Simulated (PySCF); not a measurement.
**DyF3(H2O): other functionals and bases at one geometry**

One table from this session's results is given with a row withheld; the runs are named, their logs left out.

The runs use PySCF 2.14.0; several levels, as the steps say, no spin–orbit coupling.

1 further run of the same task is left out (for a known fault of the program).

**The system as given**

7 atoms, charge 0, spin multiplicity 1.

Bond lengths: Dy1–F2 2.028 Å, Dy1–F3 2.024 Å, Dy1–F4 2.028 Å, Dy1–O5 2.406 Å, O5–H6 0.965 Å, O5–H7 0.965 Å. Angles: F2–Dy1–F3 115.9°, F2–Dy1–F4 118.8°, F2–Dy1–O5 99.4°, F3–Dy1–F4 115.9°, F3–Dy1–O5 102.3°, F4–Dy1–O5 99.4°, Dy1–O5–H6 126.5°, Dy1–O5–H7 126.5°, H6–O5–H7 107.0°.

Coordinates:

```
Dy    0.0799   -0.0843    0.0843
F     1.0722    1.3526    1.1156
F    -1.2993   -1.1317    1.1317
F     1.0722   -1.1156   -1.3526
O    -1.2921    1.3132   -1.3132
H    -1.6266    2.1919   -1.0940
H    -1.6266    1.0940   -2.1919
```

Formal oxidation states: Dy +3. Each metal's 9 4f electrons lie in its core potential, so multiplicities, spins and levels count the valence alone. An earlier session relaxed this geometry at PBE0, Dy lcecp-1-SVP with ECP55, F def2-SVP, O def2-SVP, H def2-SVP (singlet, point group Cs).

At PBE0 on the finer grid: E = -412.658970 Eh, HOMO -9.48 eV, LUMO -1.13 eV, Mulliken charge on Dy1 +1.19 e, largest force component 0.020 eV/Å. 

Levels to run: revPBE; TPSSh; PBE0, TZVP. Hardware: 2 threads of Arm Neoverse V1, shared host.

Set-up of the first run:

run.py (the lines that set the calculation)

```python
mol = gto.M(atom='''
Dy     0.07985    -0.08425     0.08425
F      1.07223     1.35263     1.11558
F     -1.29933    -1.13165     1.13165
F      1.07223    -1.11558    -1.35263
O     -1.29212     1.31320    -1.31320
H     -1.62660     2.19194    -1.09405
H     -1.62660     1.09405    -2.19194''',
    basis={'Dy': 'lcecp-1-SVP', 'F': 'def2-SVP', 'O': 'def2-SVP', 'H': 'def2-SVP'},
    ecp={'Dy': 'lcecp-1-SVP'},
    charge=0, spin=0)
mf = dft.RKS(mol, xc='PBE_R,PBE')
mf.grids.atom_grid = (75, 302)  # f atoms: unpruned, at least (60, 302)
mf = mf.density_fit()  # fitting sets: Dy AutoAux, F def2-universal-JKFIT, O def2-universal-JKFIT, H def2-universal-JKFIT
mf.conv_tol = 1e-08; mf.max_cycle = 55
mf.kernel(dm0)  # dm0: the density of the relaxed state
```

Command:

```console
OMP_NUM_THREADS=2 python run.py
```

Steps of the session up to this table: revPBE; TPSSh; PBE0, TZVP.

One of the session's tables, all rows but one given; the rest of the session is left out.

```
              level  HOMO (eV)  gap (eV)  charge on Dy1 (e)  dipole (D)  largest force component (eV/Å)
PBE0 (relaxed here)      -9.48      8.35               1.19        6.73                            0.02
             revPBE      -7.44      5.57               0.98        6.52                            0.46
              TPSSh          ?         ?                  ?           ?                               ?
         PBE0, TZVP      -9.68      8.27               1.63        6.74                            0.22
```

Estimate the missing values for TPSSh.

The run gave: HOMO (eV): -8.38; gap (eV): 6.99; charge on Dy1 (e): 1.15; dipole (D): 6.66; largest force component (eV/Å): 0.25. In the column «HOMO (eV)» it lies between PBE0 (relaxed here) (-9.48) and revPBE (-7.44).

In one basis the HOMO–LUMO gap runs from 5.57 eV (revPBE) to 8.35 eV (PBE0). The largest leftover force, 0.46 eV/Å with revPBE, stands at a geometry relaxed at another level. With 4f in the core, its levels are missing from HOMO and gap, and its count is fixed, so no charge can pass from the ligands into it. Total energies of different levels can't be compared.
